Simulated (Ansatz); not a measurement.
Working through a single point of VIr3, space group Pm-3m

With the Python package of Ansatz (0.2.0).

Notebook, run cell by cell (the value of a cell's last expression is shown):

**Cell 1**
```python
import warnings

import ansatz as az
import pandas as pd
```

**Cell 2**
```python
KSPACING = 0.32
FILLING = 'Fermi-Dirac'
SIGMA = 0.15

warnings.simplefilter('ignore', az.DeckWarning)
```

**Cell 3**
```python
xtal = (
    az.Lattice.from_parameters(3.812, 3.812, 3.812, alpha=90.0, beta=90.0, gamma=90.0)
    .atom('V', (0.0, 0.0, 0.0))
    .atom('Ir', (0.0, 0.5, 0.5))
    .atom('Ir', (0.5, 0.0, 0.5))
    .atom('Ir', (0.5, 0.5, 0.0))
    .moments(V=2.0)
)

len(xtal.resolved().sites)
```
Output:
```text
4
```

**Cell 4**
```python
# functional, basis and sampling
calc = (
    xtal.calculation()
    .functional(az.Functional.PBESOL)
    .pseudopotentials('paw')
    .kpoints(spacing=KSPACING)  # sampling of the Brillouin zone
    .occupations(FILLING, width=SIGMA)  # the run then minimises F = E - TS
    .spin('collinear')  # spin-polarised run
    .bader_charges()  # charges by zero-flux basins
)
history = []
done = calc.session().plan().execute(on_event=lambda event: history.append(event['data']['dr2_ev']) if event['event'] == 'scf_iter' else None)
rep = done.report
```
Output:
```text
RunWarning: the starting moments were not kept: the SCF closed with an absolute magnetisation of 1.7e-6 μB, where they sum to 2 μB in size (1 site). That is at most 0.1 of that sum. Measured as dr2_m measures the in/out step, that magnetisation stands 6.1e-13 [...]
```

**Cell 5**
```python
{key: value for key, value in rep.items() if isinstance(value, (int, float)) and 'ev' in key}
```
Output:
```text
{'n_hpsi_unsolved_levels': 560,
 'gap_by_band_count_ev': -2.79364722849002,
 'fermi_energy_ev': 23.626458414126645,
 'harris_foulkes_ev': -38284.44122136176,
 'free_energy_ev': -38284.44122134973,
 'internal_energy_ev': -38284.243511127206,
 'lagrangian_ev': -38284.44122134973,
 'energy_sigma0_ev': -38284.34236623847,
 'lagrangian_sigma0_ev': -38284.34236623847,
 'lagrangian_above_aufbau_ev': -0.09117135839001339,
 'entropy_ts_ev': 0.19771022251775602}
```

**Cell 6**
```python
print('density residual by iteration (eV):', ' '.join(f'{value:.1e}' for value in history[:40]))
```
Output:
```text
density residual by iteration (eV): 3.4e+00 1.7e+00 5.7e-02 9.0e-03 9.9e-03 6.0e-05 3.8e-04 1.1e-06 3.0e-06 5.0e-08 8.3e-09 1.3e-08
```

**Cell 7**
```python
print(f'free energy      {rep["free_energy_ev"]:.5f} eV')
print(f'per atom         {rep["free_energy_ev"] / len(done.lattice.sites):.5f} eV')
print(f'SCF iterations   {rep["n_iterations"]}  (converged: {rep["converged"]})')
```
Output:
```text
free energy      -38284.44122 eV
per atom         -9571.11031 eV
SCF iterations   12  (converged: True)
```

**Cell 8**
```python
print('site moments (muB):', [round(m, 2) for m in rep['site_moments_mub']])
print('electrons up, down:', [round(n, 3) for n in rep['spin_occupation_sums']])
```
Output:
```text
site moments (muB): [-0.0, 0.0, 0.0, 0.0]
electrons up, down: [32.0, 32.0]
```

**Cell 9**
```python
basins = done.bader_charges()
frame = pd.DataFrame([(a.symbol, a.partial_charge_e, a.basin.volume_ang3) for a in basins.atoms], columns=['atom', 'charge (e)', 'volume (A^3)'])
print(frame.round(3).to_string())
print('sum of charges', round(frame['charge (e)'].sum(), 4), ' sum of volumes', round(frame['volume (A^3)'].sum(), 3))
```
Output:
```text
  atom  charge (e)  volume (A^3)
0    V       1.296         8.688
1   Ir      -0.432        15.569
2   Ir      -0.432        15.569
3   Ir      -0.432        15.569
sum of charges 0.0  sum of volumes 55.393
```

Notes:
- Absolute energies stand on the zero of these potentials, so only differences at equal settings mean something.
- The SCF didn't keep the moments it started from (some shrank, vanished or turned); what is printed is the state reached.
- The mesh is modest for a metal, so energies can be off by several to tens of meV an atom and pressures by half a GPa or more; differences at equal mesh fare better.
- An absolute Fermi energy rests on an arbitrary zero of the periodic potential and has no direct meaning.
- Bader volumes count only the part of each basin above a small density, so their sum can fall short of the cell.
- A Fermi-Dirac width this large means warm electrons, whose thermal share enters the free energy.
- A gap by band count of zero or less means overlapping bands, a metal.
- The starting cell is as deposited in a crystallographic database; the results hold for this polymorph, which needn't be the stable one.
- Levels are Kohn-Sham eigenvalues on this mesh, without spin-orbit coupling.
- Warnings are shown shortened and without file and line.
- The script silences the warnings on its input, which a real study should read.
- Wall time of the script: 30 s on 1 thread of Arm Neoverse V1, on a shared host, peak memory 0.49 GiB.

(Lines on the test bed's own set-up are left out of the output.)
